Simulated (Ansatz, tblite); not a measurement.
# The cluster Al₆Si₄: a ladder of methods and basis sets

Aim: run the singlet of the cluster Al₆Si₄ at one geometry on many levels, and compare frontier levels, spin and run time.

Method: as each input shows; program: Ansatz 0.2.0, Gaussian basis.

Plan: GFN2-xTB, PBE-D4/def2-TZVP, r2SCAN-D4/def2-TZVP, B97M-V/def2-TZVP, BLYP-D4/def2-TZVP, PBE-D4/def2-SVP, PBE0-D4/def2-SVP, HF/6-31G, B3LYP-D4/6-31G, CCSD(T)/def2-SVP, RPA/def2-SVP.

2 further runs of the same task are left out: 2 set aside as unsound or not needed. Runs told in other sessions of the task aren't counted.

## (1) The structure

The geometry is that of the singlet, from an earlier relaxation (r2SCAN-D4/def2-SVP). At that level it is the lowest of the isomers that a small search found.

10 atoms, charge 0, spin multiplicity 1.

Bond lengths: Al1–Al2 2.676 Å, Al1–Si7 2.426 Å, Al1–Si9 2.482 Å, Al2–Al4 2.614 Å, Al2–Si8 2.425 Å, Al3–Al5 2.654 Å, Al3–Si7 2.530 Å, Al3–Si10 2.564 Å, Al4–Si9 2.527 Å, Al5–Si8 2.592 Å, Al6–Si8 2.594 Å, Al6–Si9 2.614 Å, Al6–Si10 2.552 Å, Si7–Si8 2.398 Å, Si7–Si10 2.531 Å, Si9–Si10 2.481 Å. Angles: Al2–Al1–Si7 66.4°, Al2–Al1–Si9 102.2°, Si7–Al1–Si9 108.3°, Al1–Al2–Al4 63.9°, Al1–Al2–Si8 103.3°, Al4–Al2–Si8 123.6°, Al5–Al3–Si7 103.7°, Al5–Al3–Si10 117.1°, Si7–Al3–Si10 59.6°, Al2–Al4–Si9 102.8°, Al3–Al5–Si8 68.4°, Si8–Al6–Si9 144.6° and more.

PBE0-D4/def2-TZVP was run before; its log isn't repeated, and its numbers join the tables.

## (2) GFN2-xTB

Tight binding, by tblite at 300 K electronic temperature and without a spin-polarisation term:

```python
tblite.interface.Calculator('GFN2-xTB', numbers, positions, charge=0, uhf=0).singlepoint()
```

Energy -349.9395 eV, HOMO -6.16 eV, LUMO -5.98 eV; 0.059 s.

## (3) PBE-D4/def2-TZVP

start.molden holds the orbitals of an earlier run on this state, given as this run's starting guess.

Input file in.yaml:

```yaml
crystal:
  periodic: [false, false, false]
  atoms:
    - {symbol: Al, position_ang: [2.017604, -1.877087, 0.035389]}
    - {symbol: Al, position_ang: [-0.474023, -2.322150, 0.905525]}
    - {symbol: Al, position_ang: [0.958028, 1.835219, 1.976616]}
    - {symbol: Al, position_ang: [-0.174399, -2.143343, -1.684732]}
    - {symbol: Al, position_ang: [-1.660956, 1.937579, 1.558779]}
    - {symbol: Al, position_ang: [-0.091067, 0.190943, -0.042774]}
    - {symbol: Si, position_ang: [1.458611, -0.643726, 2.047932]}
    - {symbol: Si, position_ang: [-0.910931, -0.417010, 2.341585]}
    - {symbol: Si, position_ang: [1.633391, -0.393792, -1.917791]}
    - {symbol: Si, position_ang: [2.391942, 0.747666, 0.150272]}
basis:
  gaussian: {orbitals: def2-TZVP, initial_orbitals: start.molden}
hamiltonian: {xc: pbe, dispersion: d4}
scf: {omitted_lower_state_checks: [starts]}
output: {forces: true, orbitals: {seedname: orbitals}}
```

Command:

```console
> ansatz run in.yaml --threads 4 --pin off --events-out ev --progress --plain --max-ram 6963MiB
```

Output, shortened:

```text
Functional definition: PBE
  name "PBE"
  cite "Perdew, Burke & Ernzerhof, Phys. Rev. Lett. 77, 3865 (1996) doi:10.1103/PhysRevLett.77.3865"
  parent pbe
[...]
2562 factors; their error is unknown
[...]
mean field -71058.04253769 eV, -2611.3348983890 hartree, gradient 1.3e-5 eV, S^2 0.000000; 0 other end points of the search recorded, 0 dependent functions left out
[...]
reference -71058.04258029 eV, -2611.3348999547 hartree; 67, 67 occupied and 303, 303 virtual orbitals, 2562 factors
Total energy: -71058.94794632 eV, -2611.3681715424 hartree
Atom 0 at     2.017604    -1.877087     0.035389 Å, force     0.046783    -0.135063    -0.047786 eV/Å
Atom 1 at    -0.474023    -2.322150     0.905525 Å, force    -0.015615    -0.119049    -0.005243 eV/Å
Atom 2 at     0.958028     1.835219     1.976616 Å, force     0.035851     0.113934     0.061407 eV/Å
Atom 3 at    -0.174399    -2.143343    -1.684732 Å, force    -0.075637    -0.099549    -0.097983 eV/Å
Atom 4 at    -1.660956     1.937579     1.558779 Å, force    -0.049381     0.054349     0.006950 eV/Å
Atom 5 at    -0.091067     0.190943    -0.042774 Å, force    -0.097385     0.086724    -0.068595 eV/Å
Atom 6 at     1.458611    -0.643726     2.047932 Å, force     0.013400     0.050218     0.041635 eV/Å
Atom 7 at    -0.910931    -0.417010     2.341585 Å, force    -0.014112    -0.028982     0.104332 eV/Å
Atom 8 at     1.633391    -0.393792    -1.917791 Å, force     0.071230     0.003117    -0.037603 eV/Å
Atom 9 at     2.391942     0.747666     0.150272 Å, force     0.084866     0.074302     0.042886 eV/Å
Dipole moment:     0.004814    -0.227041     0.087609 e Å
Checks for a lower state left out: starts
```

Wall time 14 s (4 threads of Arm Neoverse V2, shared host); peak memory 1.1 GiB.

Report: HOMO -4.83 eV, LUMO -4.01 eV.

## (4) r2SCAN-D4/def2-TZVP

in.yaml, as its differences from that of step 3:

```diff
@@ -15,4 +15,4 @@
   gaussian: {orbitals: def2-TZVP, initial_orbitals: start.molden}
-hamiltonian: {xc: pbe, dispersion: d4}
+hamiltonian: {xc: r2scan, dispersion: d4}
 scf: {omitted_lower_state_checks: [starts]}
-output: {forces: true, orbitals: {seedname: orbitals}}
+output: {orbitals: {seedname: orbitals}}
```

Same command.

Output:

```text
Functional definition: r2SCAN
  name "r2SCAN"
  cite "Furness, Kaplan, Ning, Perdew & Sun, J. Phys. Chem. Lett. 11, 8208 (2020) doi:10.1021/acs.jpclett.0c02405"
  cite "Furness, Kaplan, Ning, Perdew & Sun, J. Phys. Chem. Lett. 11, 9248 (2020) doi:10.1021/acs.jpclett.0c03077"
  parent r2scan
  parameter k0 = 0.174
  parameter k1 = 0.065
  parameter a1 = 4.9479
  exchange = r2scan_x(k0 = k0, k1 = k1, a1 = a1)
  correlation = r2scan_c
these checks for a lower state are left out or cut short: starts
2562 factors; their error is unknown
mean field evaluation 1: about -71087.8049 eV, gradient 1.2e1 eV
mean field evaluation 2: about -71087.9206 eV, gradient 2.5e-1 eV
mean field evaluation 4: about -71087.8740 eV, gradient 8.6e-3 eV
mean field -71087.87397319 eV, -2612.4311834230 hartree, gradient 2.7e-5 eV, S^2 0.000000; 0 other end points of the search recorded, 0 dependent functions left out
reference -71087.87398539 eV, -2612.4311838713 hartree; 67, 67 occupied and 303, 303 virtual orbitals, 2562 factors
Total energy: -71088.05716745 eV, -2612.4379156879 hartree
Checks for a lower state left out: starts
```

It took 30 s on 4 threads of Arm Neoverse V2, shared host; peak memory 1.2 GiB.

HOMO -4.95 eV, LUMO -4.06 eV.

## (5) B97M-V/def2-TZVP

in.yaml, as its differences from that of step 4:

```diff
@@ -15,3 +15,3 @@
   gaussian: {orbitals: def2-TZVP, initial_orbitals: start.molden}
-hamiltonian: {xc: r2scan, dispersion: d4}
+hamiltonian: {xc: {name: B97M-V}}
 scf: {omitted_lower_state_checks: [starts]}
```

The command is unchanged.

Output, shortened:

```text
Functional definition: B97M-V
  name "B97M-V"
  cite "Mardirossian & Head-Gordon, J. Chem. Phys. 142, 074111 (2015) doi:10.1063/1.4907719"
  cite "Becke, J. Chem. Phys. 107, 8554 (1997) doi:10.1063/1.475007"
  cite "Vydrov & Van Voorhis, J. Chem. Phys. 133, 244103 (2010) doi:10.1063/1.3521275"
  # Of w^i u^j: cxij and so on, Table III.
[...]
  gx(w, u) = cx00 + cx01*u + cx02*u^2 + (cx10 + cx11*u)*w
  gss(w, u) = css00 + css02*u^2 + css10*w + (css32*w^3 + css42*w^4)*u^2
  gos(w, u) = cos00 + cos01*u + cos03*u^3 + cos10*w + cos32*w^3*u^2
[...]
      + integral(e_c_pw_mod_opposite_spin*gos(b97_w_opposite, b97_u_opposite)) + vv10(b, c)
[...]
2562 factors; their error is unknown
[...]
mean field -71077.99853852 eV, -2612.0682678928 hartree, gradient 1.4e-5 eV, S^2 0.000000; 0 other end points of the search recorded, 0 dependent functions left out
reference -71077.99859934 eV, -2612.0682701278 hartree; 67, 67 occupied and 303, 303 virtual orbitals, 2562 factors
Total energy: -71077.99859934 eV, -2612.0682701278 hartree
Checks for a lower state left out: starts
```

It took 51 s on 4 threads of Arm Neoverse V2, shared host; peak memory 1.4 GiB.

From the report: HOMO -4.93 eV, LUMO -3.98 eV.

## (6) BLYP-D4/def2-TZVP

in.yaml, as its differences from that of step 5:

```diff
@@ -15,3 +15,3 @@
   gaussian: {orbitals: def2-TZVP, initial_orbitals: start.molden}
-hamiltonian: {xc: {name: B97M-V}}
+hamiltonian: {xc: {name: BLYP}, dispersion: d4}
 scf: {omitted_lower_state_checks: [starts]}
```

Same command.

Output:

```text
Functional definition: BLYP
  name "BLYP"
  cite "Becke, Phys. Rev. A 38, 3098 (1988) doi:10.1103/PhysRevA.38.3098"
  cite "Lee, Yang & Parr, Phys. Rev. B 37, 785 (1988) doi:10.1103/PhysRevB.37.785"
  parameter beta = 0.0042
  parameter a = 0.04918
  parameter b = 0.132
  parameter c = 0.2533
  parameter d = 0.349
  exchange = b88_x(beta = beta)
  correlation = lyp_c(a = a, b = b, c = c, d = d)
these checks for a lower state are left out or cut short: starts
2562 factors; their error is unknown
mean field evaluation 1: about -71093.3404 eV, gradient 2.7e1 eV
mean field evaluation 2: about -71093.9301 eV, gradient 7.0e-1 eV
mean field evaluation 4: about -71093.8972 eV, gradient 4.8e-2 eV
mean field -71093.89720959 eV, -2612.6525332780 hartree, gradient 3.0e-5 eV, S^2 0.000000; 0 other end points of the search recorded, 0 dependent functions left out
reference -71093.89757712 eV, -2612.6525467844 hartree; 67, 67 occupied and 303, 303 virtual orbitals, 2562 factors
Total energy: -71095.73740111 eV, -2612.7201590692 hartree
Checks for a lower state left out: starts
```

Wall time 12 s (4 threads of Arm Neoverse V2, shared host); peak memory 1.1 GiB.

HOMO -4.58 eV, LUMO -3.75 eV.

## (7) PBE-D4/def2-SVP

in.yaml, as its differences from that of step 6:

```diff
@@ -14,4 +14,4 @@
 basis:
-  gaussian: {orbitals: def2-TZVP, initial_orbitals: start.molden}
-hamiltonian: {xc: {name: BLYP}, dispersion: d4}
+  gaussian: {orbitals: def2-SVP, initial_orbitals: start.molden}
+hamiltonian: {xc: pbe, dispersion: d4}
 scf: {omitted_lower_state_checks: [starts]}
```

Same command.

Output:

```text
Functional definition: PBE
  name "PBE"
  cite "Perdew, Burke & Ernzerhof, Phys. Rev. Lett. 77, 3865 (1996) doi:10.1103/PhysRevLett.77.3865"
  parent pbe
  parameter kappa = 0.804
  parameter beta = 0.06672455060314922
  exchange = pbe_x(kappa = kappa, mu = beta*pi^2/3)
  correlation = pbe_c(beta = beta)
these checks for a lower state are left out or cut short: starts
1942 factors; their error is unknown
mean field evaluation 1: about -71033.0532 eV, gradient 9.6e0 eV
mean field evaluation 2: about -71033.2572 eV, gradient 2.7e-1 eV
mean field evaluation 4: about -71033.0643 eV, gradient 4.0e-3 eV
mean field -71033.06429791 eV, -2610.4169650078 hartree, gradient 2.6e-5 eV, S^2 0.000000; 0 other end points of the search recorded, 0 dependent functions left out
reference -71033.06434070 eV, -2610.4169665804 hartree; 67, 67 occupied and 113, 113 virtual orbitals, 1942 factors
Total energy: -71033.96970672 eV, -2610.4502381681 hartree
Checks for a lower state left out: starts
```

It took 4.9 s on 4 threads of Arm Neoverse V2, shared host.

From the report: HOMO -4.95 eV, LUMO -4.13 eV.

## (8) PBE0-D4/def2-SVP

in.yaml, as its differences from that of step 7:

```diff
@@ -15,3 +15,3 @@
   gaussian: {orbitals: def2-SVP, initial_orbitals: start.molden}
-hamiltonian: {xc: pbe, dispersion: d4}
+hamiltonian: {xc: pbe0, dispersion: d4}
 scf: {omitted_lower_state_checks: [starts]}
```

The command is unchanged.

Output:

```text
Functional definition: PBE0
  name "PBE0"
  cite "Adamo & Barone, J. Chem. Phys. 110, 6158 (1999) doi:10.1063/1.478522"
  cite "Perdew, Burke & Ernzerhof, Phys. Rev. Lett. 77, 3865 (1996) doi:10.1103/PhysRevLett.77.3865"
  parent pbe
  parameter a = 0.25
  parameter kappa = 0.804
  parameter beta = 0.06672455060314922
  exchange = (1 - a)*pbe_x(kappa = kappa, mu = beta*pi^2/3) + a*exact_x
  correlation = pbe_c(beta = beta)
these checks for a lower state are left out or cut short: starts
1612 factors; integrals over basis functions are off by at most 9.5e-4 eV
mean field evaluation 1: about -71038.4850 eV, gradient 5.1e0 eV
mean field evaluation 2: about -71038.6042 eV, gradient 8.6e-2 eV
mean field evaluation 4: about -71038.6760 eV, gradient 4.4e-4 eV
mean field -71038.67596844 eV, -2610.6231900963 hartree, gradient 2.2e-5 eV, S^2 0.000000; 0 other end points of the search recorded, 0 dependent functions left out
reference -71038.67600085 eV, -2610.6231912872 hartree; 67, 67 occupied and 113, 113 virtual orbitals, 1612 factors
Total energy: -71039.46813152 eV, -2610.6523015523 hartree
Checks for a lower state left out: starts
```

Wall time 7.5 s (4 threads of Arm Neoverse V2, shared host); peak memory 0.62 GiB.

Report: HOMO -5.56 eV, LUMO -3.67 eV.

## (9) HF/6-31G

in.yaml, as its differences from that of step 8:

```diff
@@ -14,4 +14,4 @@
 basis:
-  gaussian: {orbitals: def2-SVP, initial_orbitals: start.molden}
-hamiltonian: {xc: pbe0, dispersion: d4}
+  gaussian: {orbitals: 6-31G}
+hamiltonian: {xc: hf}
 scf: {omitted_lower_state_checks: [starts]}
```

Launched as before.

Output:

```text
Functional definition: HF
  name "HF"
  cite "Fock, Z. Phys. 61, 126 (1930) doi:10.1007/BF01340294"
  parent pbe
  exchange = exact_x
  correlation = 0
these checks for a lower state are left out or cut short: starts
1388 factors; integrals over basis functions are off by at most 7.6e-5 eV
mean field evaluation 1: about -70931.3330 eV, gradient 1.2e1 eV
mean field evaluation 2: about -70931.3590 eV, gradient 1.2e1 eV
mean field evaluation 4: about -70932.6477 eV, gradient 4.8e0 eV
mean field evaluation 8: about -70932.8883 eV, gradient 2.0e-1 eV
mean field -70932.89003301 eV, -2606.7356286735 hartree, gradient 2.4e-5 eV, S^2 0.000000; 0 other end points of the search recorded, 0 dependent functions left out
reference -70932.89003301 eV, -2606.7356286735 hartree; 67, 67 occupied and 63, 63 virtual orbitals, 1388 factors
Total energy: -70932.89003301 eV, -2606.7356286735 hartree
Checks for a lower state left out: starts
```

Run time: 2.4 s. Hardware: 4 threads of Arm Neoverse V2, shared host.

HOMO -6.70 eV, LUMO -1.35 eV.

## (10) B3LYP-D4/6-31G

in.yaml, as its differences from that of step 9:

```diff
@@ -15,3 +15,3 @@
   gaussian: {orbitals: 6-31G}
-hamiltonian: {xc: hf}
+hamiltonian: {xc: {name: B3LYP}, dispersion: d4}
 scf: {omitted_lower_state_checks: [starts]}
```

Launched as before.

Output, shortened:

```text
Functional definition: B3LYP
  name "B3LYP"
  cite "Stephens, Devlin, Chabalowski & Frisch, J. Phys. Chem. 98, 11623 (1994) doi:10.1021/j100096a001"
  cite "Becke, Phys. Rev. A 38, 3098 (1988) doi:10.1103/PhysRevA.38.3098"
  cite "Lee, Yang & Parr, Phys. Rev. B 37, 785 (1988) doi:10.1103/PhysRevB.37.785"
  cite "Vosko, Wilk & Nusair, Can. J. Phys. 58, 1200 (1980) doi:10.1139/p80-159"
[...]
1388 factors; integrals over basis functions are off by at most 7.6e-5 eV
[...]
mean field -71086.97747390 eV, -2612.3982376820 hartree, gradient 5.5e-5 eV, S^2 0.000000; 0 other end points of the search recorded, 0 dependent functions left out
reference -71086.97775119 eV, -2612.3982478720 hartree; 67, 67 occupied and 63, 63 virtual orbitals, 1388 factors
Total energy: -71088.49644213 eV, -2612.4540587347 hartree
Checks for a lower state left out: starts
```

It took 5 s on 4 threads of Arm Neoverse V2, shared host.

From the report: HOMO -5.39 eV, LUMO -3.64 eV.

## (11) CCSD(T)/def2-SVP

in.yaml, as its differences from that of step 10:

```diff
@@ -14,4 +14,4 @@
 basis:
-  gaussian: {orbitals: 6-31G}
-hamiltonian: {xc: {name: B3LYP}, dispersion: d4}
+  gaussian: {orbitals: def2-SVP, initial_orbitals: start.molden}
+correlation: {method: ccsd_t}
 scf: {omitted_lower_state_checks: [starts]}
```

The command is unchanged.

Output, shortened:

```text
Functional definition: HF
  name "HF"
  cite "Fock, Z. Phys. 61, 126 (1930) doi:10.1007/BF01340294"
  parent pbe
[...]
1612 factors; integrals over basis functions are off by at most 9.5e-4 eV
[...]
mean field -70919.45013015 eV, -2606.2417213532 hartree, gradient 3.6e-6 eV, S^2 0.000000; 1 other end points of the search recorded, 0 dependent functions left out; unrestricted orbitals would lower it
determinant -70919.45013015 eV, -2606.2417213532 hartree, with singles and doubles -70942.31558381 eV, -2607.0820112765 hartree
determinant -70916.52619255 eV, -2606.1342686283 hartree, with singles and doubles -70939.83386516 eV, -2606.9908097981 hartree
50 core orbitals not correlated: weight in the atoms' cores, before any rotation towards them, 1.000 or more for the frozen orbitals, at most 0.000 for the correlated occupied ones
reference -70919.45013015 eV, -2606.2417213532 hartree; 17, 17 occupied and 113, 113 virtual orbitals, 1612 factors
second order -23.73484838 eV of doubles, -0.00000000 eV of singles
cycle   1  -22.85531664 eV  change    1.0e-2 eV  update   1.4e-2
[...]
cycle  13  -22.86989828 eV  change    1.6e-6 eV  update   2.0e-5
perturbative correction -2.53732636 eV, -0.0932450238 hartree
Total energy: -70944.85735478 eV, -2607.1754196369 hartree
Checks for a lower state left out: starts
```

Run time: 46 s. Hardware: 4 threads of Arm Neoverse V2, shared host; peak memory 1.2 GiB.

Hartree-Fock HOMO -6.62 eV, LUMO -1.30 eV; T1 0.040. Doubts: large T1 diagnostic, restricted state is unstable towards broken spin symmetry.

## (12) RPA/def2-SVP

in.yaml, as its differences from that of step 11:

```diff
@@ -15,4 +15,4 @@
   gaussian: {orbitals: def2-SVP, initial_orbitals: start.molden}
-correlation: {method: ccsd_t}
+hamiltonian: {xc: pbe}
+correlation: {method: rpa}
 scf: {omitted_lower_state_checks: [starts]}
-output: {orbitals: {seedname: orbitals}}
```

Same command.

Output, shortened:

```text
Functional definition: PBE
  name "PBE"
  cite "Perdew, Burke & Ernzerhof, Phys. Rev. Lett. 77, 3865 (1996) doi:10.1103/PhysRevLett.77.3865"
  parent pbe
[...]
1612 factors; integrals over basis functions are off by at most 9.5e-4 eV
[...]
mean field -71033.06426035 eV, -2610.4169636278 hartree, gradient 3.4e-6 eV, S^2 0.000000; 0 other end points of the search recorded, 0 dependent functions left out
50 core orbitals not correlated: weight in the atoms' cores, before any rotation towards them, 1.000 or more for the frozen orbitals, at most 0.000 for the correlated occupied ones
reference -70917.37603332 eV, -2606.1654997005 hartree; 17, 17 occupied and 113, 113 virtual orbitals, 1612 factors
Total energy: -70953.61361769 eV, -2607.4972063633 hartree
Checks for a lower state left out: starts
```

Run time: 8 s. Hardware: 4 threads of Arm Neoverse V2, shared host.

## (13) Levels side by side

```tsv
level	functions	HOMO (eV)	LUMO (eV)	gap (eV)	time
HF/6-31G	130	-6.70	-1.35	5.35	2.4 s
PBE-D4/def2-SVP	180	-4.95	-4.13	0.83	4.9 s
PBE-D4/def2-TZVP	370	-4.83	-4.01	0.82	14 s
BLYP-D4/def2-TZVP	370	-4.58	-3.75	0.83	12 s
r2SCAN-D4/def2-TZVP	370	-4.95	-4.06	0.89	30 s
B97M-V/def2-TZVP	370	-4.93	-3.98	0.94	51 s
B3LYP-D4/6-31G	130	-5.39	-3.64	1.75	5 s
PBE0-D4/def2-SVP	180	-5.56	-3.67	1.89	7.5 s
PBE0-D4/def2-TZVP	370	-5.43	-3.53	1.90	42 s
```

Energy pieces by basis (eV):

```tsv
basis	HF	MP2 correlation	CCSD correlation	(T)	total
def2-SVP	-70919.4501	-23.7348	-22.8699	-2.5373	-70944.8574
```

## (14) Binding energy

Free atoms were run apart at each level; binding is atoms less cluster, divided by the number of atoms, without zero-point or spin-orbit terms.

```tsv
level	binding an atom (eV)
HF/6-31G	0.808
HF/def2-SVP†	1.342
PBE-D4/def2-SVP	3.004
PBE-D4/def2-TZVP	3.024
BLYP-D4/def2-TZVP	2.619
r2SCAN-D4/def2-TZVP	2.965
B97M-V/def2-TZVP	3.047
B3LYP-D4/6-31G	2.133
PBE0-D4/def2-SVP	2.879
PBE0-D4/def2-TZVP	2.909
RPA/def2-SVP	2.298
MP2/def2-SVP†	2.768
CCSD/def2-SVP†	2.249
CCSD(T)/def2-SVP†	2.483
```

† marks a level with a doubtful state (flagged, unstable or spin-contaminated).

## (15) Summary of results

| quantity | value |
| --- | --- |
| gap in def2-TZVP, named functionals, smallest and largest | 0.82 eV (PBE-D4), 1.90 eV (PBE0-D4) |
| correlation energy, CCSD(T)/def2-SVP | -25.41 eV |
| binding an atom, functionals in def2-TZVP | 2.62 (BLYP-D4) to 3.05 eV (B97M-V) |
| PBE0 total energy, smallest basis above largest | 24.72 eV (def2-SVP, def2-TZVP) |

In words: Over the named functionals in def2-TZVP the gap runs from 0.82 eV (PBE-D4) to 1.90 eV (PBE0-D4); exact exchange widens it. Notes on CCSD(T)/def2-SVP: large T1 diagnostic.

The slowest run with a step of its own, B97M-V/def2-TZVP, took 51 s; the quickest functional in def2-TZVP took 12 s (shared host).
